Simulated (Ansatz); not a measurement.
**CH₄F₂O₂Sn: up Jacob's ladder to CCSD(T)**

How much do the methods differ for CH₄F₂O₂Sn? The plan is to run it at one geometry with functionals of several rungs and with coupled cluster. The yardstick is the atomisation energy at the CCSD(T) limit.

The runs use Ansatz 0.2.0, Gaussian basis; functionals in def2-TZVPP, the program's frozen cores in correlated methods.

The runs, in order: PBE-D4, r2SCAN-D4, PBE0-D4, B3LYP-D4, ωB97X-V, ωB97M-V, B2PLYP; CCSD(T)/def2-TZVPP; MP2/def2-QZVPP; extrapolation to the limit.

### Step 1. The relaxed structure

The geometry comes from an earlier relaxation with PBE0-D4 in a triple-zeta def2 set; it is a stationary point, not always the lowest conformer. Sn takes the def2 core potential; no spin-orbit term is included.

SMILES `C[O][Sn]([OH])([F])[F]`, 10 atoms, charge 0, spin multiplicity 1.

Atoms are counted from 1 here; the program's logs count them from 0.

Bond lengths: C1–O2 1.421 Å, C1–H7 1.092 Å, C1–H8 1.094 Å, C1–H9 1.095 Å, O2–Sn3 1.919 Å, Sn3–O4 1.923 Å, Sn3–F5 1.902 Å, Sn3–F6 1.900 Å, O4–H10 0.962 Å. Angles: O2–C1–H7 106.8°, O2–C1–H8 112.3°, O2–C1–H9 111.6°, H7–C1–H8 108.5°, H7–C1–H9 108.5°, H8–C1–H9 109.0°, C1–O2–Sn3 120.9°, O2–Sn3–O4 111.1°, O2–Sn3–F5 112.6°, O2–Sn3–F6 108.2°, O4–Sn3–F5 108.2°, O4–Sn3–F6 112.0°, F5–Sn3–F6 104.6°, Sn3–O4–H10 112.2°.

Geometry (Å):

```xyz
10

C     0.5834   -1.7771   -0.1016
O    -0.1776   -0.7382   -0.7018
Sn   -0.2944    0.9948    0.1150
O    -0.9163    2.3111   -1.1409
F    -1.4539    1.0164    1.6231
F     1.4142    1.4362    0.8192
H     0.6213   -2.5964   -0.8219
H     1.6074   -1.4638    0.1232
H     0.1130   -2.1427    0.8166
H    -1.4971    2.9596   -0.7308
```

### Step 2. PBE-D4 (GGA)

File in.yaml:

```yaml
crystal:
  periodic: [false, false, false]
  atoms:
    - {symbol: C, position_ang: [0.583420, -1.777052, -0.101645]}
    - {symbol: O, position_ang: [-0.177559, -0.738171, -0.701841]}
    - {symbol: Sn, position_ang: [-0.294410, 0.994781, 0.114996]}
    - {symbol: O, position_ang: [-0.916273, 2.311134, -1.140913]}
    - {symbol: F, position_ang: [-1.453889, 1.016365, 1.623107]}
    - {symbol: F, position_ang: [1.414225, 1.436243, 0.819205]}
    - {symbol: H, position_ang: [0.621288, -2.596420, -0.821860]}
    - {symbol: H, position_ang: [1.607383, -1.463843, 0.123169]}
    - {symbol: H, position_ang: [0.112959, -2.142661, 0.816571]}
    - {symbol: H, position_ang: [-1.497144, 2.959633, -0.730780]}
basis:
  gaussian: {orbitals: def2-TZVPP}
hamiltonian: {xc: pbe, dispersion: d4}
output: {forces: true, orbitals: {seedname: orbitals}}
```

Command:

```sh
$ ansatz run in.yaml --threads 2 --pin off --events-out ev --progress --plain --max-ram 32768MiB --backend cpu
```

The runs that follow: r2SCAN-D4 (meta-GGA); PBE0-D4 (hybrid); B3LYP-D4 (hybrid); ωB97X-V (range-separated); ωB97M-V (range-separated); B2PLYP (double hybrid); CCSD(T) in def2-TZVPP; MP2 in def2-QZVPP.

Before running them: what should the planned runs give, taken together? Wanted: atomisation energy, CCSD(T)/CBS; farthest; mean size of error, hybrid; mean size of error, range-separated; gap, smallest and largest; T1 diagnostic; triples share of the correlation energy.

The runs gave:

```
                               quantity                                 value
        atomisation energy, CCSD(T)/CBS                         3664.9 kJ/mol
 functionals within 36.6 kJ/mol (1.0 %)                               ωB97X-V
                               farthest                 B2PLYP (-92.3 kJ/mol)
             mean size of error, hybrid                           83.6 kJ/mol
    mean size of error, range-separated                           39.0 kJ/mol
              gap, smallest and largest  3.79 eV (PBE-D4), 11.18 eV (ωB97X-V)
                          T1 diagnostic                                0.0146
triples share of the correlation energy                                 3.3 %
```

PBE-D4 misses by +47.2 kJ/mol. Double hybrids carry the basis error of their MP2 part in triple zeta, and no dispersion term here, so their miss is partly the set-up's. Misses under about 36.6 kJ/mol are within the doubt on the reference itself, which lacks core-valence correlation, spin-orbit coupling and higher excitations, and its outer-core shells are covered unevenly. All levels share the lack of spin-orbit coupling, which lowers the free heavy atoms and so the true binding. Hartree-Fock recovers 66 % of the binding; the rest is correlation. The gap grows from 3.8 to 11.2 eV across the functionals, mostly with the share of exact exchange. Correlated methods include outer-core shells of Sn, which these sets cover unevenly.
